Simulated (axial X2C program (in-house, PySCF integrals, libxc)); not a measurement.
# GaTi: from the state search to constants, part 2 of 2

Computed with an in-house X2C program for linear molecules on PySCF integrals; all-electron X2C, Ga dyall-cv3z, Ti dyall-cv3z.

## Step 9: PBE0, 2c

State followed: Ω = 1/2 (excess of +ω over −ω: ω = 1/2). The scan is laid around 2.470 Å, a first estimate of the minimum, and this SCF restarts from the orbitals of the search.

Output at 2.470 Å:

```text
two-component X2C + atomic mean field  PBE0
basis functions 224  fitting functions 1278  grid points 5802
iter        total energy     max residual
   1      -2796.418307509     6.39e-05
   2      -2796.418307543     4.27e-05
   3      -2796.418307578     1.78e-05
   4      -2796.418307586     1.58e-05
converged
one-electron -4170.24631313  Coulomb 1346.66133009  exact exchange -28.95512068  xc functional -89.15450371  nuclear repulsion 146.11289791  atomic mean-field constant -0.83659806
```

Along the bond, energies from the lowest point:

| R (Å) | E (eV) | μ (D) | HOMO (eV) | LUMO (eV) | iterations |
| --- | --- | --- | --- | --- | --- |
| 2.322 | 0.0890 | 2.69 | -4.57 | -1.88 | 30 |
| 2.396 | 0.0187 | 2.78 | -4.45 | -1.91 | 30 |
| 2.470 | 0.0000 | 2.85 | -4.33 | -1.94 | 4 |
| 2.556 | 0.0269 | 2.91 | -4.21 | -1.97 | 31 |
| 2.643 | 0.0919 | 2.95 | -4.09 | -1.99 | 31 |
| 2.754 | 0.2125 | 2.98 | -3.95 | -2.02 | 34 |

Dipoles are positive if Ti is the positive end.

Outer spinors at the reference distance:

```
   ω  occupied  ε (eV)              atomic character     λ mixture
-1/2       yes  -21.76                     100% Ga d  68% π, 32% σ
-3/2       yes  -21.75                     100% Ga d  85% δ, 15% π
 1/2       yes  -21.75                     100% Ga d  54% σ, 46% π
 3/2       yes  -21.72                     100% Ga d  71% δ, 29% π
 5/2       yes  -21.34                     100% Ga d        100% δ
 3/2       yes  -21.34                     100% Ga d  71% π, 29% δ
 1/2       yes  -21.33                     100% Ga d  54% π, 46% σ
-1/2       yes  -21.31                     100% Ga d  68% σ, 32% π
-3/2       yes  -21.27                     100% Ga d  85% π, 15% δ
-5/2       yes  -21.26                     100% Ga d        100% δ
 1/2       yes  -10.41  61% Ga s, 13% Ti s, 12% Ti p        100% σ
-1/2       yes   -8.77  65% Ga s, 13% Ti p, 10% Ti s        100% σ
 1/2       yes   -5.03  46% Ga p, 27% Ti s, 13% Ti d        100% σ
-3/2       yes   -4.87                     100% Ti d        100% δ
 1/2       yes   -4.81   67% Ti d, 26% Ti s, 3% Ga p        100% σ
-1/2       yes   -4.48   54% Ti d, 34% Ga p, 9% Ti p        100% π
 3/2       yes   -4.33  51% Ti d, 36% Ga p, 10% Ti p        100% π
-1/2        no   -1.94   44% Ti s, 43% Ga p, 9% Ti p        100% σ
 1/2        no   -1.64  46% Ti p, 28% Ga p, 14% Ti s        100% σ
-1/2        no   -1.58  44% Ti p, 37% Ti d, 18% Ga p        100% π
 3/2        no   -1.45  44% Ti p, 39% Ti d, 16% Ga p        100% π
```

PBE0 fields in the half plane through the axis: z from -2.4 to 4.8 Å across, distance from the axis 0.15 to 2.25 Å upwards; Ga lies at z = 0 and Ti at z = 2.470 Å; the ELF is damped to zero where the density is low.

log10 density (e/bohr³). Ten even steps from '0' (-4.16 ) to '9' (1.37 ):
```
0001112222222222222111100
0011222223333333322221110
0112233333333333333222111
1122333444443344443322211
1223344444444444444332221
1223445565544455665433221
1233456777655567776543321
1233456898655567987543322
```

ELF. Ten even steps from '0' (0.00 ) to '9' (0.87 ):
```
0001123344455555444321000
0013455556666655544332100
0135677777777654443222210
1367887666777643322112221
2578875433577422331112232
3789852222256325773112343
5899732575234258998422454
5899623838324387919743455
```

Re = 2.465 Å, ωe = 263.9 cm⁻¹, ωexe = 0.94 cm⁻¹, Be = 0.09812 cm⁻¹, De = 1.38 eV, μ = 2.84 D.

## Step 10: HF, 2c

Output at 2.470 Å:

```text
two-component X2C + atomic mean field  HF
basis functions 224  fitting functions 1278  grid points 5802
iter        total energy     max residual
   1      -2794.129165922     2.81e-01
   2      -2794.166435439     2.46e-02
   3      -2794.176543676     8.83e-02
   4      -2794.184498883     4.35e-02
   5      -2794.190766150     2.68e-02
   6      -2794.192370970     2.00e-02
   7      -2794.193450134     3.54e-03
   8      -2794.194215052     9.88e-03
   9      -2794.194493911     7.36e-03
  10      -2794.194690176     1.40e-03
  11      -2794.194735446     1.67e-03
  12      -2794.194753246     1.25e-03
  13      -2794.194763547     2.86e-04
  14      -2794.194768846     4.17e-04
  15      -2794.194773435     4.91e-04
  16      -2794.194777133     2.57e-04
  17      -2794.194780433     2.00e-04
  18      -2794.194783077     2.34e-04
  19      -2794.194785319     2.19e-04
  20      -2794.194787322     1.77e-04
  21      -2794.194789028     1.46e-04
  22      -2794.194790129     1.20e-04
  23      -2794.194790633     6.06e-05
  24      -2794.194790831     3.74e-05
  25      -2794.194790921     3.39e-05
  26      -2794.194790964     2.67e-05
  27      -2794.194790985     2.22e-05
  28      -2794.194791000     1.88e-05
  29      -2794.194791015     2.33e-05
  30      -2794.194791030     2.07e-05
  31      -2794.194791040     7.38e-06
  32      -2794.194791043     4.77e-06
  33      -2794.194791044     3.23e-06
  34      -2794.194791044     1.28e-06
converged
one-electron -4168.28008103  Coulomb 1344.78847375  exact exchange -115.97948363  xc functional 0.00000000  nuclear repulsion 146.11289791  atomic mean-field constant -0.83659806
```

No constants are quoted: the lowest point is the long end of the scan.

## Step 11: M06, 2c

The SCF at the reference distance of 2.470 Å:

```text
two-component X2C + atomic mean field  M06
basis functions 224  fitting functions 1278  grid points 5802
iter        total energy     max residual
   1      -2796.829147062     1.53e-01
   2      -2796.835367610     8.21e-03
   3      -2796.836089647     2.24e-02
   4      -2796.836393798     7.92e-03
   5      -2796.836575319     5.62e-03
   6      -2796.836615150     2.26e-03
   7      -2796.836634147     1.88e-03
   8      -2796.836637145     1.48e-03
   9      -2796.836642260     7.74e-04
  10      -2796.836644011     2.62e-04
  11      -2796.836644933     1.88e-04
  12      -2796.836645887     1.95e-04
  13      -2796.836646122     1.06e-04
  14      -2796.836646166     6.57e-05
  15      -2796.836646179     1.65e-05
  16      -2796.836646183     1.08e-05
converged
one-electron -4170.21978512  Coulomb 1346.65006237  exact exchange -31.27224748  xc functional -87.27097581  nuclear repulsion 146.11289791  atomic mean-field constant -0.83659806
```

No constants are quoted: the lowest point is the long end of the scan.

## Step 12: Correlated methods, 2c

Correlated methods: 7 electrons correlated (frozen shells, counted by type: Ga 3 s, 2 p, 1 d; Ti 3 s, 2 p), 343 virtual spinors in MP2, 90 natural virtuals in coupled cluster.

Output of the correlated part at 2.470 Å:

```text
correlated 7  virtual 343  natural virtual 90  E(MP2) -0.087897857  MP2 remainder -0.002761585
iter   CCSD correlation   residual
   1     -0.098038881   1.28e-01
   2     -0.104708180   6.87e-02
   3     -0.107021400   4.70e-02
   4     -0.110171530   3.72e-02
   5     -0.111934840   2.25e-02
   6     -0.112441588   1.20e-02
   7     -0.112761774   8.05e-03
   8     -0.112819722   5.17e-03
   9     -0.112947917   2.91e-03
  10     -0.112966031   1.34e-03
  11     -0.112995023   6.23e-04
  12     -0.112995095   3.68e-04
  13     -0.113002261   2.63e-04
  14     -0.113006135   1.84e-04
  15     -0.113009323   1.26e-04
  16     -0.113009917   7.92e-05
  17     -0.113009190   5.27e-05
  18     -0.113008267   3.51e-05
  19     -0.113007777   1.77e-05
  20     -0.113007814   9.22e-06
  21     -0.113007742   5.64e-06
  22     -0.113007791   3.82e-06
  23     -0.113007854   2.71e-06
  24     -0.113007945   1.98e-06
  25     -0.113008032   1.34e-06
  26     -0.113008064   7.95e-07
  27     -0.113008084   5.44e-07
(T) -0.008065192  T1 0.1380  D1 0.2522  max T2 0.086
```

MP2: No constants are quoted: the reference changes its character somewhere along the scan, so the fit is set aside.

CCSD: No constants are quoted: the reference changes its character somewhere along the scan, so the fit is set aside.

CCSD(T): No constants are quoted: the reference changes its character somewhere along the scan, so the fit is set aside.

## Step 13: A higher determinant, 2c

State: Ω = 9/2 (excess of +ω over −ω: ω = 1/2, ω = 3/2, ω = 5/2).

Output at the reference distance:

```text
two-component X2C + atomic mean field  PBE0
basis functions 224  fitting functions 1278  grid points 5802
iter        total energy     max residual
   1      -2796.417545483     1.17e-05
   2      -2796.417545488     1.45e-05
converged
one-electron -4170.24454348  Coulomb 1346.66043427  exact exchange -28.95536266  xc functional -89.15437347  nuclear repulsion 146.11289791  atomic mean-field constant -0.83659806
```

| R (Å) | E above the lowest PBE0 point (eV) |
| --- | --- |
| 2.322 | 0.111 |
| 2.396 | 0.040 |
| 2.470 | 0.021 |
| 2.556 | 0.046 |
| 2.643 | 0.109 |
| 2.754 | 0.225 |

Re = 2.466 Å, ωe = 262.4 cm⁻¹, Be = 0.098 cm⁻¹, μ = 2.84 D. Te = 0.02 eV.

## Step 14: The 2c curves together

Energy (eV) of the followed determinant, 2c, from each level's lowest point:

| R (Å) | PBE0 | HF (jumps) | MP2 (its reference jumps) | CCSD (its reference jumps) | CCSD(T) (its reference jumps) | M06 (jumps) |
| --- | --- | --- | --- | --- | --- | --- |
| 2.322 | 0.089 | 0.375 | 0.141 | 0.148 | 0.151 | 0.496 |
| 2.396 | 0.019 | 0.227 | 0.043 | 0.045 | 0.046 | 0.333 |
| 2.470 | 0.000 | 0.134 | 0.000 | 0.000 | 0.000 | 0.498 |
| 2.556 | 0.027 | 0.077 | 0.010 | 0.007 | 0.012 | 0.101 |
| 2.643 | 0.092 | 0.043 | 0.078 | 0.042 | 0.063 | 0.032 |
| 2.754 | 0.213 | 0.000 | 0.117 | 0.024 | 0.049 | 0.000 |

The whole job took 3.7 min on 1 thread of Arm Neoverse V2, shared host; peak memory 0.56 GiB.

## Step 15: Results

What follows sums up all 2 parts.

Lowest determinant that the search found at its distance, spin-free: M_S = 5/2, Λ = 2 (beyond closed shells: 2 × σα, π+α, π-α, δ+α).

Lowest determinant that the search found at its distance, 2c: Ω = 1/2 (excess of +ω over −ω: ω = 1/2).

| Hamiltonian | level | Re (Å) | ωe (cm⁻¹) | De (eV) | μ (D) |
| --- | --- | --- | --- | --- | --- |
| spin-free | PBE0 | 2.465 | 263.6 | 1.38 | 2.85 |
| spin-free | MP2 | 2.513 | 247.3 | 0.342 | n/a |
| spin-free | CCSD | 2.509 | 257.9 | 0.378 | n/a |
| spin-free | CCSD(T) | 2.510 | 260.2 | 0.524 | n/a |
| spin-free | M06 | 2.481 | 251.0 | 1.02 | 1.97 |
| 2c | PBE0 | 2.465 | 263.9 | 1.38 | 2.84 |

Dipoles are positive if Ti is the positive end. No constants: spin-free HF (too few points lie around the minimum for a second fit to confirm the first); 2c HF (the lowest point is the long end of the scan); 2c MP2 (the reference changes its character somewhere along the scan, so the fit is set aside); 2c CCSD (the reference changes its character somewhere along the scan, so the fit is set aside); 2c CCSD(T) (the reference changes its character somewhere along the scan, so the fit is set aside); 2c M06 (the lowest point is the long end of the scan).

Time per point (s) on 1 thread of Arm Neoverse V2, shared host (2c runs); the times are rough: PBE0 2.

In words: At PBE0, going from spin-free to two-component changes Re by 0 mÅ, ωe by +0.1 %, which is small (part of it comes from the scalar share of the two-electron terms). It costs about 1.5 times the time. De moves by +0.01 eV; both De rest on single-determinant atoms, which can miss part of an open shell's spin–orbit lowering.

De refers to Ga + Ti, each in the lowest determinant found, which need not be this curve's own limit. Each curve is one determinant whose occupation by symmetry is held fixed; it was picked as the lowest of a PBE0 search that is not exhaustive. De is counted from the lowest determinant-based energies of the atoms at the same level, without counterpoise correction. Density functionals use the spin component along the axis (collinear). CCSD and (T) use frozen natural virtuals with an MP2 correction for the truncation. The meta-GGAs lack a current-density term, which matters for open shells with orbital currents, atoms included. With several unpaired electrons one determinant need not be a pure state. At some level an empty orbital lies below a filled one. With the outer-core shells frozen, correlated bond lengths of heavy atoms tend to come out a few hundredths of an ångström too long. T1 at Re is 0.099 (Lee–Taylor), above the customary mark of 0.02.
